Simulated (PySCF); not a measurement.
# HfF: from the state search to spectroscopic constants

What are the lowest state that PBE0 finds, the bond length, vibrational wavenumber and bond energy of HfF, and how much do these hang on the method?

Computed with PySCF 2.14.0. Level: Hf def2-TZVPPD with ECP60, F def2-TZVPPD, scalar-relativistic core potentials.

**1. Input**

The job is set up so:

| Quantity | Value |
| --- | --- |
| atoms | Hf, F |
| charge | 0 |
| basis | Hf def2-TZVPPD with ECP60, F def2-TZVPPD |
| Hamiltonian | scalar-relativistic core potentials |
| basis functions | 99 |
| electrons treated | 21 |
| masses in u | 179.9465, 18.9984 |
| levels | PBE0, PBE, r²SCAN, r²SCAN0, MN15, B2PLYP, BHandHLYP, TPSS, ωB97X, HF, MP2, SCS-MP2, CCSD, CCSD(T) |
| grid | 80 radial by 434 angular points |
| occupations | held fixed by the projection of orbital angular momentum |
| dissociation limit | Hf + F, each in its ground configuration |
| starting distance in angstrom | 2.015 |
| values of 2S to try | 1, 3, 5 |

Run with:

```
$ OMP_NUM_THREADS=2 python dia.py task.json out
```

The runs that follow: First curve: PBE0; Higher solutions at PBE0; PBE (GGA); r²SCAN; r²SCAN0 (hybrid meta-GGA); MN15 (hybrid meta-GGA); B2PLYP (double hybrid); BHandHLYP (global hybrid GGA); TPSS (meta-GGA); ωB97X; ROHF (mean field); MP2 and coupled cluster.

Q: Predict the outcome of this session. Wanted: for each run, Re; ωe; De; μ.

As calculated:

Lowest PBE0 solution found, without spin–orbit coupling: ²Δ (doublet), unpaired electrons δ ↑. State 2 has its PBE0 minimum 0.59 eV higher, as a spin-mixed determinant (⟨S²⟩ = 1.09), so this is no gap between pure states. State 3 has its PBE0 minimum 0.91 eV higher. State 4 has its PBE0 minimum 1.11 eV higher. The other levels ran on the lowest alone.

```
       level  Re (Å)  ωe (cm⁻¹)  De (eV)  μ (D)
        ROHF   1.882        658     5.12  -1.88
    ROHF-MP2   1.867        668     7.13    n/a
ROHF-SCS-MP2   1.874        661     6.95    n/a
   ROHF-CCSD   1.874        664     6.71    n/a
ROHF-CCSD(T)   1.875        662     6.89    n/a
         PBE   1.865        659     7.07  -1.58
        TPSS   1.869        663     6.89  -1.54
      r²SCAN   1.862        671     6.85  -1.40
        PBE0   1.858        673     6.70  -1.64
     r²SCAN0   1.858        676     6.53  -1.54
        MN15   1.861        673     7.00  -1.78
   BHandHLYP   1.866        670     6.33  -1.97
       ωB97X   1.872        659     6.92  -1.86
      B2PLYP   1.870        664     6.84  -1.87
```

De is counted to Hf + F in their ground configurations. A positive dipole means Hf(−)F(+). ⟨S²⟩ is off the pure value of 0.75 by over a tenth at r²SCAN 0.85, r²SCAN0 0.85.

Differences from CCSD(T) in the same basis:

```
       level  Re (mÅ)  ωe (%)
        ROHF       +8    -0.6
    ROHF-MP2       -8    +0.8
ROHF-SCS-MP2       -1    -0.2
   ROHF-CCSD       -1    +0.2
         PBE      -10    -0.5
        TPSS       -6    +0.1
      r²SCAN      -13    +1.2
        PBE0      -17    +1.6
     r²SCAN0      -17    +2.1
        MN15      -14    +1.5
   BHandHLYP       -8    +1.1
       ωB97X       -3    -0.5
      B2PLYP       -5    +0.2
```

In words: Against CCSD(T) in the same basis, the bond length is nearest at ROHF-SCS-MP2 and ROHF-CCSD (-1 mÅ) and farthest at PBE0 and r²SCAN0 (-17 mÅ); the wavenumber is nearest at TPSS (+0.1 %) and farthest at r²SCAN0 (+2.1 %). Of the levels with a De here, ROHF gives the least (5.12 eV) and ROHF-MP2 the most (7.13 eV).

Correlated steps freeze 1 core orbital. Spin–orbit coupling is left out, which matters for elements this heavy, above all for dissociation energies. B2PLYP dipoles, levels and charges come from its SCF part alone. The state is the lowest single determinant that the PBE0 search found; with open d or f shells the true ground state can be another one. With spin–orbit coupling the term label itself may not hold.
